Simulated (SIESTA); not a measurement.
CsLiCr2Te2S3:

```xyz
9
Lattice="3.6036 0.0000 0.0000 -1.8018 3.1208 0.0000 0.0000 0.0000 19.0665" Properties=species:S:1:pos:R:3 pbc="T T T"
Cs    0.0000    0.0000    7.1307
Li    1.8018    1.0403    0.3064
Cr    0.0000    0.0000   16.5187
Cr    0.0000    2.0805    3.2095
Te    0.0000    2.0805   10.2751
Te    1.8018    1.0403   14.7338
S     0.0000    0.0000    1.9124
S     0.0000    2.0805   17.7166
S     1.8018    1.0403    4.4631
```

The cell was built by a generator and needn't be a form met in nature.

Base run:

| Item | Value |
| --- | --- |
| Program | SIESTA 5.4.2 |
| Functional | PBE |
| Potentials or basis | PseudoDojo 0.4 standard (PBE files) |
| Basis | DZP (energy shift 0.003 Ry; two zetas on semicore shells; d shell added on Cs) |
| Grid cutoff | 800 Ry |
| Energy shift | 0.003 Ry |
| k mesh | 9 × 9 × 2 |
| Occupations | fermi-dirac, width 0.05 eV |
| Spin | collinear spin, ferromagnetic start |
| Starting moments | [0.0, 0.0, 3.0, 3.0, 0.0, 0.0, 0.0, 0.0, 0.0] μB |
| Hubbard terms | Cr d U = 4 eV |

Its results: band gap on the k mesh none (metal or under the smearing width); pressure 3.6 GPa; net moment 6.08 μB per cell; site moments Cs -0.03; Li -0.08; Cr +3.93, +3.72; Te -0.02, -0.51; S -0.31, -0.28, -0.33 μB; largest force 0.950 eV/Å.

The run is repeated on the same cell with these changes: hubbard terms from Cr d U = 4 eV to none. What comes out?

Band gap on the k mesh none (metal or under the smearing width); pressure 0.6 GPa; net moment 5.65 μB per cell; site moments Cs -0.02; Li -0.06; Cr +3.20, +3.30; Te -0.01, -0.39; S -0.11, -0.12, -0.14 μB; largest force 0.218 eV/Å.

Caveats: the basis of atomic orbitals isn't converged, which shifts pressures, moduli and gaps; only a ferromagnetic start was run, and an antiferromagnetic order may lie lower in energy.

Not every run made on this cell is shown here.
